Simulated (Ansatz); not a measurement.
# ZrH2 (singlet): the correlation ladder, def2-TZVPP

An exercise on one series of results from a longer session: the logs are not shown, and one member is left open.

The runs use Ansatz 0.2.0, Gaussian basis; def2-TZVPP, core rule «outside noble gas», up to 4 orbitals frozen.

Plan: UHF; CCSD(T) on RHF; CCSD(T) on UHF; CCSDT(Q) on RHF; CCSDT(Q) on UHF.

29 further runs of the same task are left out: 9 for a known fault of the program, 9 that didn't finish, 11 set aside as unsound or not needed. Runs told in other sessions of the task aren't counted.

## The geometry

The geometry is a PBE0/def2-TZVP stationary point (not a proven minimum) of the parent state, kept for this charge and spin. No spin-orbit coupling is included. Elements past krypton take def2 core potentials.

3 atoms, charge 0, spin multiplicity 1.

Atoms are counted from 1 here; the program's logs count them from 0.

Bond lengths: Zr1–H2 1.963 Å, Zr1–H3 1.963 Å. Angles: H2–Zr1–H3 180.0°.

The first run:

Contents of in.yaml:

```yaml
crystal:
  periodic: [false, false, false]
  atoms:
    - {symbol: Zr, position_ang: [0.000000, 0.000000, 0.000000]}
    - {symbol: H, position_ang: [0.000000, 0.000000, -1.963300]}
    - {symbol: H, position_ang: [0.000000, 0.000000, 1.963300]}
basis:
  gaussian: {orbitals: def2-TZVPP}
magnetization: {spin_polarized: true, initial_magnetization: 0}
hamiltonian: {xc: hf}
output: {orbitals: {seedname: orbitals}}
```

Launch:

```console
$ ansatz run in.yaml --threads 1 --pin off --events-out ev --progress --plain --max-ram 2393MiB
```

Steps of the session up to this table: UHF; CCSD(T) on RHF; CCSD(T) on UHF; CCSDT(Q) on RHF; CCSDT(Q) on UHF.

One table of the session follows, with a row left open; its other results are not shown here.

```
   method  from RCCSDT(Q) (kJ/mol)
      RHF                        ?
      UHF                   +253.0
     RMP2                   +105.1
     UMP2                    +49.3
    RCCSD                    +24.0
    UCCSD                    -12.0
 RCCSD(T)                     +6.8
 UCCSD(T)                    -19.5
   RCCSDT                     +1.4
   UCCSDT                    -23.3
RCCSDT(Q)                        0
UCCSDT(Q)                    -23.8
```

Estimate the missing values for RHF.

**Answer.** from RCCSDT(Q) (kJ/mol): +354.2. In the column «from RCCSDT(Q) (kJ/mol)» it is the highest.

The program flags UCCSD(T), UCCSDT(Q) as in doubt (see the logs), so read those rows with care; the flags are other amplitudes.

Caveats from the session: The determinant of HF (⟨S²⟩ 1.00) is far from a pure spin state, so its energy mixes those of several spin states; that is harmless only where they are near-degenerate. The determinant of CCSD(T) (⟨S²⟩ 1.00) is far from a pure spin state, so its energy mixes those of several spin states; high orders of coupled cluster remove much of that, low ones don't. The determinant of CCSDT(Q) (⟨S²⟩ 1.00) is far from a pure spin state, so its energy mixes those of several spin states; high orders of coupled cluster remove much of that, low ones don't. The program flags UCCSD(T), UCCSDT(Q) as in doubt, so read those rows with care; the flags are other amplitudes. Warnings: restricted reference is unstable; spin contamination. Restricted and unrestricted rows rest on different reference determinants; a gap between their highest levels can come from leftover correlation error, from unlike frozen cores or from another state.
